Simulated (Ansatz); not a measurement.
# Si2H5O2 radical: basis-set convergence

One table from this session's results is given with a row withheld; the runs are named, their logs left out.

Program: Ansatz 0.2.0, Gaussian basis. Level of theory: one geometry, several basis sets. These are calculated values, not measurements.

The runs, in order: PBE0-D4/def2-SVP; ωB97M-V/def2-SVP; PBE0-D4/def2-QZVPP; ωB97M-V/def2-QZVPP; CCSD(T)/cc-pV(D+d)Z; CCSD(T)/cc-pV(T+d)Z; MP2/cc-pV(Q+d)Z; the functionals' def2-TZVPP values are taken from earlier runs.

## The relaxed structure

An earlier PBE0-D4 in a triple-zeta def2 set relaxation fixed the geometry.

SMILES `O[SiH2]O[SiH2]`, 9 atoms, charge 0, spin multiplicity 2.

Atoms are counted from 1 here; the program's logs count them from 0.

Bond lengths: O1–Si2 1.638 Å, O1–H5 0.958 Å, Si2–O3 1.634 Å, Si2–H6 1.482 Å, Si2–H7 1.478 Å, O3–Si4 1.639 Å, Si4–H8 1.490 Å, Si4–H9 1.493 Å. Angles: Si2–O1–H5 118.4°, O1–Si2–O3 112.3°, O1–Si2–H6 111.1°, O1–Si2–H7 105.2°, O3–Si2–H6 105.9°, O3–Si2–H7 109.7°, H6–Si2–H7 112.7°, Si2–O3–Si4 146.2°, O3–Si4–H8 107.8°, O3–Si4–H9 109.8°, H8–Si4–H9 110.2°.

Geometry (Å):

```
O    -1.83126    0.59052    0.46231
Si   -0.32035    1.14526    0.15818
O     0.74568   -0.06568   -0.09876
Si    1.07414   -1.43635   -0.93568
H    -2.00308    0.17505    1.30817
H     0.20744    1.91456    1.31027
H    -0.44723    1.96595   -1.06440
H     2.49455   -1.80096   -0.67234
H     0.16871   -2.53455   -0.48486
```

Set-up of the first run:

in.yaml

```yaml
crystal:
  periodic: [false, false, false]
  atoms:
    - {symbol: O, position_ang: [-1.831256, 0.590516, 0.462306]}
    - {symbol: Si, position_ang: [-0.320347, 1.145258, 0.158184]}
    - {symbol: O, position_ang: [0.745678, -0.065683, -0.098757]}
    - {symbol: Si, position_ang: [1.074140, -1.436346, -0.935675]}
    - {symbol: H, position_ang: [-2.003076, 0.175046, 1.308170]}
    - {symbol: H, position_ang: [0.207437, 1.914563, 1.310272]}
    - {symbol: H, position_ang: [-0.447235, 1.965952, -1.064404]}
    - {symbol: H, position_ang: [2.494547, -1.800960, -0.672342]}
    - {symbol: H, position_ang: [0.168711, -2.534545, -0.484856]}
basis:
  gaussian: {orbitals: def2-SVP}
magnetization: {spin_polarized: true, initial_magnetization: 1}
hamiltonian: {xc: pbe0, dispersion: d4}
output: {orbitals: {seedname: orbitals}}
```

The run is started by

```bash
$ ansatz run in.yaml --threads 2 --pin off --events-out ev --progress --plain --max-ram 32768MiB --backend cpu
```

Among the steps run: PBE0-D4 in def2-SVP; ωB97M-V in def2-SVP; PBE0-D4 in def2-QZVPP; ωB97M-V in def2-QZVPP.

One of the session's tables, all rows but one given; the rest of the session is left out.

| functional | basis | HOMO (eV) | LUMO (eV) |
| --- | --- | --- | --- |
| PBE0-D4 | def2-SVP | ? | ? |
| PBE0-D4 | def2-TZVPP | -6.01 | -2.16 |
| PBE0-D4 | def2-QZVPP | -6.04 | -2.20 |
| ωB97M-V | def2-SVP | -7.70 | -0.44 |
| ωB97M-V | def2-TZVPP | -7.79 | -0.57 |
| ωB97M-V | def2-QZVPP | -7.82 | -0.66 |

Q: Estimate the row for PBE0-D4, def2-SVP from the others.

**Answer.** HOMO (eV): -5.94; LUMO (eV): -2.12. In the column «HOMO (eV)» it is the highest.
